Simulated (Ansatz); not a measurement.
Below is the output of a Python script on Ansatz's Python interface that makes a single point in a Gaussian basis of BrCl₂Sb, SMILES [Cl][Sb]([Cl])[Br]. Write a script that gives it. Use: RPA, def2-TZVP basis, multiplicity 1.

Contents of `brcl2sb.xyz`:
```text
4

Cl    1.30660    0.46880    1.50950
Sb   -0.86060   -0.15440    0.56820
Cl    0.14730   -1.89820   -0.72800
Br   -0.53780    1.52350   -1.37000
```

Output of `python run_energy.py`:
```text
converged              True
free_energy_ev         -101549.67827629262
reference_energy_ev    -101520.75061330009
n_frozen               23
n_occupied             [23, 23]
n_virtual              [126, 126]
correlation energy -28.92766 eV
mean field: -3730.8187718 Ha, <S^2> = 0.0000, stability: minimum
Alpha     -19.922 eV  occupation 2
Alpha     -14.315 eV  occupation 2
Alpha     -14.055 eV  occupation 2
Alpha     -13.840 eV  occupation 2
Alpha     -12.856 eV  occupation 2
Alpha     -12.734 eV  occupation 2
Alpha     -12.258 eV  occupation 2
Alpha     -11.540 eV  occupation 2
Alpha     -11.473 eV  occupation 2
Alpha     -11.179 eV  occupation 2
Alpha       0.186 eV  occupation 0
Alpha       0.323 eV  occupation 0
Alpha       1.327 eV  occupation 0
Alpha       4.789 eV  occupation 0
Alpha       5.133 eV  occupation 0
```

The script that was run (others could print the same):

`run_energy.py`:
```python
from pathlib import Path

import ansatz as az


def main() -> None:
    mol = az.Crystal.molecule_from_extxyz("brcl2sb.xyz")

    job = mol.calculation().basis(gaussian="def2-TZVP").correlation("rpa").orbitals()
    outcome = job.run(runs_dir="out")
    summary = outcome.report

    for key in ("converged", "free_energy_ev", "reference_energy_ev", "n_frozen", "n_occupied", "n_virtual"):
        print(f"{key:22s} {summary[key]}")

    print("correlation energy", round(summary["free_energy_ev"] - summary["reference_energy_ev"], 5), "eV")
    cluster = summary["correlation"].get("coupled_cluster")
    if cluster:
        print("cycles", cluster["cycles"], " T1 diagnostic", round(cluster["t1_diagnostic"], 4), " largest double", round(cluster["largest_double"], 4))

    state = summary["mean_field"]["state"]
    print(f"mean field: {state['energy']['hartree']:.7f} Ha, <S^2> = {abs(state['spin_squared']):.4f}, stability: {state.get('stability', {}).get('kind')}")

    lines = Path(summary["orbitals_path"]).read_text().splitlines()
    field_of = lambda key: [line.split("=")[1].strip() for line in lines if line.startswith(key)]
    orbitals = [(27.211386 * float(e), s, float(n)) for e, s, n in zip(field_of("Ene="), field_of("Spin="), field_of("Occup="))]
    homo = max(e for e, _, n in orbitals if n > 0.5)
    lumo = min(e for e, _, n in orbitals if n < 0.5)
    for e, spin, n in sorted(orbitals):
        if homo - 15 < e < lumo + 5:
            print(f"{spin:6s} {e:10.3f} eV  occupation {n:.0f}")


if __name__ == "__main__":
    main()
```

Total energies depend on the basis set; only differences at equal settings carry meaning. The geometry is a force-field or estimated start, not a minimum of this method, and the basis set is short of its limit. def2 sets replace the cores of elements past krypton by effective core potentials. Alpha marks a spatial orbital of a restricted run, filled by both spins. Levels such as HOMO and LUMO are orbital energies: in Hartree-Fock the gap is too wide and the LUMO hangs on the basis. Inner cores stay frozen; a filled d shell under the valence of the heavier atoms is correlated with it. S² is that of the Hartree-Fock reference. It ran for 13 s on 1 thread of Intel(R) Xeon(R) Platinum 8488C (Sapphire Rapids), with other jobs on the host, peak memory 0.45 GiB.

(Lines on the test bed's own set-up are left out of the output.)
